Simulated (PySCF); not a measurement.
**GaHBr2 (SMILES [Br][GaH][Br]): SCS-MP2/def2-SVP**

Aim: the vertical singlet–triplet gap of GaHBr2 at SCS-MP2/def2-SVP, from 2 runs. 

The calculation is run with PySCF 2.14.0.

7 further runs of the same task are left out: 4 that didn't finish, 3 set aside as unsound or not needed.

### Step 1. The structure to begin with

The species is GaHBr2 (4 atoms), meant as a singlet with charge 0. SMILES: `[Br][GaH][Br]`. The shape is that of a PBE0-D4/def2-TZVP optimisation.

Bond lengths: Br1–Ga2 2.274 Å, Ga2–Br3 2.274 Å, Ga2–H4 1.549 Å. Angles: Br1–Ga2–Br3 116.0°, Br1–Ga2–H4 122.0°, Br3–Ga2–H4 122.0°.

### Step 2. The energy at SCS-MP2/def2-SVP

job.py

```python
from pyscf import gto, scf, mp

molecule = gto.M(
    atom='Br -2.066700 0.047400 -0.609100; Ga 0.130800 0.163600 -0.035600; Br 1.021500 -1.717900 0.879600; H 0.969900 1.446500 -0.255100',
    verbose=4,
    max_memory=1860,
    basis='def2-svp',
)

calc0 = scf.RHF(molecule)
calc0.conv_tol = 1e-10
calc0.kernel()
if not calc0.converged:
    calc0 = calc0.newton().run(calc0.mo_coeff, calc0.mo_occ)

pt = mp.MP2(calc0, frozen=27).run()
e_tot = calc0.e_tot + 1.2 * pt.e_corr_os + pt.e_corr_ss / 3
print(f'total energy: {e_tot:.8f} hartree')
```

The run is started by

```console
OMP_NUM_THREADS=1 python job.py
```

What it wrote:

```text
PySCF version 2.14.0

[INPUT] num. atoms = 4
[INPUT] num. electrons = 102
[INPUT] charge = 0
[INPUT] spin (= nelec alpha-beta = 2S) = 0
[INPUT] symmetry False subgroup None
[INPUT] Mole.unit = angstrom
[INPUT] Symbol           X                Y                Z      unit          X                Y                Z       unit  Magmom
[INPUT]  1 Br    -2.066700000000   0.047400000000  -0.609100000000 AA   -3.905496981639   0.089573018304  -1.151032182473 Bohr   0.0
[INPUT]  2 Ga     0.130800000000   0.163600000000  -0.035600000000 AA    0.247176177093   0.309159193979  -0.067274250035 Bohr   0.0
[INPUT]  3 Br     1.021500000000  -1.717900000000   0.879600000000 AA    1.930355236243  -3.246360509390   1.662203099167 Bohr   0.0
[INPUT]  4 H      0.969900000000   1.446500000000  -0.255100000000 AA    1.832845368216   2.733488839183  -0.482069134377 Bohr   0.0

nuclear repulsion = 694.688992653447
number of shells = 39
number of NR pGTOs = 229
number of NR cGTOs = 101
basis = def2-svp
ecp = {}

******** <class 'pyscf.scf.hf.RHF'> ********
method = RHF
initial guess = minao
damping factor = 0
level_shift factor = 0
DIIS = <class 'pyscf.scf.diis.CDIIS'>
diis_start_cycle = 1
diis_space = 8
diis_damp = 0
SCF conv_tol = 1e-10
SCF conv_tol_grad = None
SCF max_cycles = 50
direct_scf = True
direct_scf_tol = 1e-13
Set gradient conv threshold to 1e-05
Initial guess from minao.
init E= -7065.31413030092
  HOMO = -0.361883802235952  LUMO = 0.0215198506370547  gap/eV = 10.43294
cycle= 1 E= -7067.85487815367  delta_E= -2.54  |g|= 0.374  |ddm|=  2.1
  HOMO = -0.400729348751992  LUMO = 0.000160685089585222  gap/eV = 10.90877
cycle= 2 E= -7067.89449144806  delta_E= -0.0396  |g|= 0.245  |ddm|= 0.717
  HOMO = -0.412996856138109  LUMO = 0.0336946570491499  gap/eV = 12.15510
cycle= 3 E= -7067.90567400398  delta_E= -0.0112  |g|= 0.0345  |ddm|= 0.232
  HOMO = -0.416157250129457  LUMO = 0.0401946596667679  gap/eV = 12.41797
cycle= 4 E= -7067.90615201168  delta_E= -0.000478  |g|= 0.0115  |ddm|= 0.0654
  HOMO = -0.415852579101957  LUMO = 0.0392736388982922  gap/eV = 12.38462
cycle= 5 E= -7067.90621894351  delta_E= -6.69e-05  |g|= 0.00295  |ddm|= 0.0239
  HOMO = -0.415814637965715  LUMO = 0.0391578455647856  gap/eV = 12.38043
cycle= 6 E= -7067.90622219088  delta_E= -3.25e-06  |g|= 0.00075  |ddm|= 0.00487
  HOMO = -0.415831481173091  LUMO = 0.0391241168712293  gap/eV = 12.37997
cycle= 7 E= -7067.90622261001  delta_E= -4.19e-07  |g|= 0.000237  |ddm|= 0.00191
  HOMO = -0.415887537854057  LUMO = 0.039126345142491  gap/eV = 12.38156
cycle= 8 E= -7067.90622266294  delta_E= -5.29e-08  |g|= 6.21e-05  |ddm|= 0.000828
  HOMO = -0.415877258281499  LUMO = 0.0391370320806415  gap/eV = 12.38157
cycle= 9 E= -7067.90622266545  delta_E= -2.51e-09  |g|= 1.12e-05  |ddm|= 0.000171
  HOMO = -0.415878616845357  LUMO = 0.0391366357338558  gap/eV = 12.38160
cycle= 10 E= -7067.90622266555  delta_E= -9.91e-11  |g|= 2.92e-06  |ddm|= 2.95e-05
  HOMO = -0.415878502218572  LUMO = 0.039136384079443  gap/eV = 12.38159
Extra cycle  E= -7067.90622266551  delta_E= 3.55e-11  |g|= 1.23e-06  |ddm|= 5.38e-06
converged SCF energy = -7067.90622266551

******** <class 'pyscf.mp.mp2.RMP2'> ********
nocc = 24, nmo = 74
frozen orbitals 27
E(RMP2) = -7068.57177508775  E_corr = -0.665552422234179
E(SCS-RMP2) = -7068.51777647836  E_corr = -0.611553812848966
E_corr(same-spin) = -0.215895108267749
E_corr(oppo-spin) = -0.449657313966431
total energy: -7068.51777648 hartree
```

Run time: 2.5 s. Hardware: 1 thread of Intel Xeon Platinum 8488C (Sapphire Rapids), shared host; peak memory 0.27 GiB.

### Step 3. The triplet at the same level

calc.py

```python
from pyscf import gto, mp

mol = gto.Mole()
mol.atom = '''
Br    -3.905497     0.089573    -1.151032
Ga     0.247176     0.309159    -0.067274
Br     1.930355    -3.246361     1.662203
H      1.832845     2.733489    -0.482069
'''
mol.spin = 2
mol.unit = 'bohr'
mol.basis = 'def2-svp'
mol.max_memory = 1860
mol.verbose = 4
mol.build()

calc0 = mol.UHF()
calc0.conv_tol = 1e-10
calc0.kernel()
if not calc0.converged:
    calc0 = calc0.newton().run(calc0.mo_coeff, calc0.mo_occ)

pt = mp.MP2(calc0, frozen=27).run()
e_tot = calc0.e_tot + 1.2 * pt.e_corr_os + pt.e_corr_ss / 3
print(f'total energy: {e_tot:.8f} hartree')
```

The run is started by

```console
OMP_NUM_THREADS=1 python calc.py
```

What it wrote:

```text
PySCF version 2.14.0

[INPUT] num. atoms = 4
[INPUT] num. electrons = 102
[INPUT] charge = 0
[INPUT] spin (= nelec alpha-beta = 2S) = 2
[INPUT] symmetry False subgroup None
[INPUT] Mole.unit = bohr
[INPUT] Symbol           X                Y                Z      unit          X                Y                Z       unit  Magmom
[INPUT]  1 Br    -2.066700009716   0.047399990314  -0.609099903440 AA   -3.905497000000   0.089573000000  -1.151032000000 Bohr   0.0
[INPUT]  2 Ga     0.130799906286   0.163599897351  -0.035599867687 AA    0.247176000000   0.309159000000  -0.067274000000 Bohr   0.0
[INPUT]  3 Br     1.021499874985  -1.717900259619   0.879599947523 AA    1.930355000000  -3.246361000000   1.662203000000 Bohr   0.0
[INPUT]  4 H      0.969899805149   1.446500085101  -0.255099928891 AA    1.832845000000   2.733489000000  -0.482069000000 Bohr   0.0

nuclear repulsion = 694.688996935844
number of shells = 39
number of NR pGTOs = 229
number of NR cGTOs = 101
basis = def2-svp
ecp = {}

[... 18 lines left out ...]
[... the frontier-level lines of each cycle are left out ...]
[... 3 lines left out ...]
[... 5 lines left out ...]
[... 5 lines left out ...]
[... 74 lines left out ...]
converged SCF energy = -7067.65116691714  <S^2> = 2.0318513  2S+1 = 3.0211596
[... 1 line left out ...]
******** <class 'pyscf.mp.ump2.UMP2'> ********
nocc = (np.int64(25), np.int64(23)), nmo = (74, 74)
frozen orbitals 27
E(UMP2) = -7068.32558604012  E_corr = -0.674419122976137
E(SCS-UMP2) = -7068.26683211366  E_corr = -0.615665196517052
E_corr(same-spin) = -0.223428174293437
E_corr(oppo-spin) = -0.4509909486827
total energy: -7068.26683211 hartree
```

Wall time 7.2 s (1 thread of Intel Xeon Platinum 8488C (Sapphire Rapids), shared host); peak memory 0.3 GiB.

### Step 4. Results

At SCS-MP2/def2-SVP, 27 core orbitals frozen:

| quantity | value |
| --- | --- |
| singlet: total energy | -7068.51778 Eh |
| singlet: dipole moment (Hartree–Fock density) | 1.65 D |
| singlet: HOMO energy (Hartree–Fock orbitals) | -11.32 eV |
| singlet: LUMO energy (Hartree–Fock orbitals) | 1.06 eV |
| singlet: HOMO–LUMO gap (Hartree–Fock orbitals) | 12.38 eV |
| singlet: correlation energy (27 core orbitals frozen) | -611.6 mEh |
| triplet: total energy | -7068.26683 Eh |
| triplet: dipole moment (Hartree–Fock density) | 2.78 D |
| triplet: HOMO energy (Hartree–Fock orbitals) (highest over α and β) | -4.93 eV |
| triplet: LUMO energy (Hartree–Fock orbitals) (lowest over α and β) | -3.94 eV |
| triplet: correlation energy (27 core orbitals frozen) | -615.7 mEh |
| triplet: ⟨S²⟩ of the reference determinant | 2.032 |
| vertical energy of the triplet above the singlet | 6.829 eV |

What this shows: At this shape the triplet lies 6.83 eV (157 kcal/mol) above the singlet. Mulliken charges (singlet) of the mean-field density run from -0.34 on Br1 to +0.82 on Ga2; they depend strongly on the basis.
